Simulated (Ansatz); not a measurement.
# BN (boron nitride): UCCSD/cc-pVTZ

What is the electronic atomisation energy of BN (boron nitride) at UCCSD/cc-pVTZ? 

Program for the calculation: Ansatz 0.2.0.

32 further runs of the same task are left out: 32 set aside as unsound or not needed.

**1. The molecule**

BN: 2 atoms, total charge 0, spin state triplet. SMILES: `B#N`. The coordinates come from a PBE0-D4/def2-TZVP relaxation.

Bond lengths: B1–N2 1.315 Å.

**2. The energy at UCCSD/cc-pVTZ**

run.yaml reads:

```yaml
crystal:
  periodic: [false, false, false]
  atoms:
    - {symbol: B, position_ang: [-0.000000, -0.000000, -0.023520]}
    - {symbol: "N", position_ang: [0.000000, 0.000000, 1.291950]}
basis:
  gaussian:
    orbitals: cc-pVTZ
magnetization:
  spin_polarized: true
  initial_magnetization: 2
correlation:
  method: ccsd
  frozen_orbitals: {B: 1, "N": 1}
accuracy: high
scf:
  omitted_lower_state_checks: [cluster_reference, increment]
```

Started as:

```console
$ ansatz run run.yaml --threads 1 --pin off --max-ram 3480MiB --events-out events.jsonl --progress --plain --runs-dir runs
```

Standard output:

```text
Warning: RAYON_NUM_THREADS=1 ignored (pool sized by the plan → 1); use --threads N
Functional definition: HF
  name "HF"
  exchange = exact_x
  correlation = 0
these checks for a lower state are left out or cut short: cluster_reference, increment
848 factors; integrals over basis functions are off by at most 2.6e-9 eV
mean field evaluation 1: about -2148.1853 eV, gradient 1.6e1 eV
mean field evaluation 2: about -2148.1883 eV, gradient 1.6e1 eV
mean field evaluation 4: about -2149.7222 eV, gradient 2.9e0 eV
mean field evaluation 8: about -2150.0802 eV, gradient 5.3e-1 eV
mean field evaluation 16: about -2150.1149 eV, gradient 4.3e-3 eV
mean field evaluation 32: about -2144.1557 eV, gradient 1.7e-6 eV
mean field evaluation 64: about -2149.2047 eV, gradient 1.3e-1 eV
mean field evaluation 96: about -2147.9138 eV, gradient 1.5e1 eV
mean field evaluation 128: about -2150.1165 eV, gradient 2.1e-1 eV
mean field evaluation 160: about -2150.1055 eV, gradient 3.0e-1 eV
mean field -2150.11492410 eV, -79.0152660606 hartree, gradient 6.4e-8 eV, S^2 2.046233; 16 other end points of the search recorded, 0 dependent functions left out
2 core orbitals not correlated: weight in the atoms' cores, before any rotation towards them, 1.000 or more for the frozen orbitals, at most 0.000 for the correlated occupied ones
reference -2150.11492410 eV, -79.0152660606 hartree; 5, 3 occupied and 53, 55 virtual orbitals, 848 factors
second order -5.97247723 eV of doubles, -0.00000000 eV of singles
cycle   1  -6.14231306 eV  change   -1.7e-1 eV  update   8.0e-2
cycle   2  -6.37153207 eV  change   -2.3e-1 eV  update   3.4e-2
cycle   3  -6.47118374 eV  change   -1.0e-1 eV  update   2.7e-2
cycle   4  -6.47944555 eV  change   -8.3e-3 eV  update   1.3e-2
cycle   5  -6.48852166 eV  change   -9.1e-3 eV  update   7.5e-3
cycle   6  -6.49395635 eV  change   -5.4e-3 eV  update   3.1e-3
cycle   7  -6.49467484 eV  change   -7.2e-4 eV  update   1.4e-3
cycle   8  -6.49518298 eV  change   -5.1e-4 eV  update   6.7e-4
cycle   9  -6.49509401 eV  change    8.9e-5 eV  update   3.1e-4
cycle  10  -6.49514116 eV  change   -4.7e-5 eV  update   1.2e-4
cycle  11  -6.49516031 eV  change   -1.9e-5 eV  update   5.5e-5
cycle  12  -6.49513596 eV  change    2.4e-5 eV  update   2.5e-5
cycle  13  -6.49512126 eV  change    1.5e-5 eV  update   9.7e-6
cycle  14  -6.49511482 eV  change    6.4e-6 eV  update   3.7e-6
cycle  15  -6.49511613 eV  change   -1.3e-6 eV  update   1.9e-6
cycle  16  -6.49511783 eV  change   -1.7e-6 eV  update   1.0e-6
cycle  17  -6.49511796 eV  change   -1.3e-7 eV  update   5.4e-7
cycle  18  -6.49511773 eV  change    2.3e-7 eV  update   2.7e-7
cycle  19  -6.49511744 eV  change    3.0e-7 eV  update   1.2e-7
cycle  20  -6.49511724 eV  change    1.9e-7 eV  update   6.1e-8
cycle  21  -6.49511722 eV  change    2.3e-8 eV  update   3.4e-8
cycle  22  -6.49511698 eV  change    2.4e-7 eV  update   1.2e-7
cycle  23  -6.49511688 eV  change    9.9e-8 eV  update   6.1e-8
cycle  24  -6.49511686 eV  change    2.5e-8 eV  update   2.9e-8
cycle  25  -6.49511685 eV  change    2.0e-9 eV  update   1.0e-8
cycle  26  -6.49511686 eV  change   -1.0e-9 eV  update   4.2e-9
cycle  27  -6.49511685 eV  change    4.4e-9 eV  update   2.1e-9
cycle  28  -6.49511685 eV  change    1.3e-9 eV  update  8.6e-10
cycle  29  -6.49511685 eV  change  -2.6e-10 eV  update  3.2e-10
Total energy: -2156.61004095 eV, -79.2539572023 hartree
Checks for a lower state left out: cluster_reference, increment
```

Wall time 3.9 s (1 thread of Arm Neoverse V1, shared host); peak memory 0.28 GiB.

**3. The B atom**

input.yaml reads:

```yaml
crystal:
  periodic: [false, false, false]
  atoms:
    - {symbol: B, position_ang: [0.000000, 0.000000, 0.000000]}
basis:
  gaussian: {orbitals: cc-pVTZ}
magnetization: {spin_polarized: true, initial_magnetization: 1}
correlation: {method: ccsd, frozen_orbitals: {B: 1}}
accuracy: high
scf: {omitted_lower_state_checks: [cluster_reference, increment]}
```

Run the same way, it converges to -24.59679 Eh (log not shown).

**4. The N atom, same level**

input.yaml reads:

```yaml
crystal:
  periodic: [false, false, false]
  atoms:
    - {symbol: "N", position_ang: [0.000000, 0.000000, 0.000000]}
basis:
  gaussian:
    orbitals: cc-pVTZ
magnetization:
  spin_polarized: true
  initial_magnetization: 3
correlation:
  method: ccsd
  frozen_orbitals: {"N": 1}
accuracy: high
scf:
  omitted_lower_state_checks: [cluster_reference, increment]
```

Run the same way, it converges to -54.51243 Eh (log not shown).

**5. Outcome**

At UCCSD/cc-pVTZ, 2 core orbitals frozen:

| quantity | value |
| --- | --- |
| molecule: total energy | -79.25396 Eh |
| molecule: correlation energy (2 core orbitals frozen) | -238.7 mEh |
| molecule: ⟨S²⟩ of the reference determinant | 2.046 |
| molecule: T1 diagnostic | 0.042 |
| B atom: total energy | -24.59679 Eh |
| B atom: correlation energy (1 core orbital frozen) | -64.7 mEh |
| B atom: ⟨S²⟩ of the reference determinant | 0.760 |
| B atom: T1 diagnostic | 0.013 |
| N atom: total energy | -54.51243 Eh |
| N atom: correlation energy (1 core orbital frozen) | -111.7 mEh |
| N atom: ⟨S²⟩ of the reference determinant | 3.756 |
| N atom: T1 diagnostic | 0.005 |
| electronic atomisation energy | 3.939 eV |

In words: Taking the molecule apart into free atoms costs 3.94 eV (91 kcal/mol), before zero-point energy and without spin-orbit coupling.
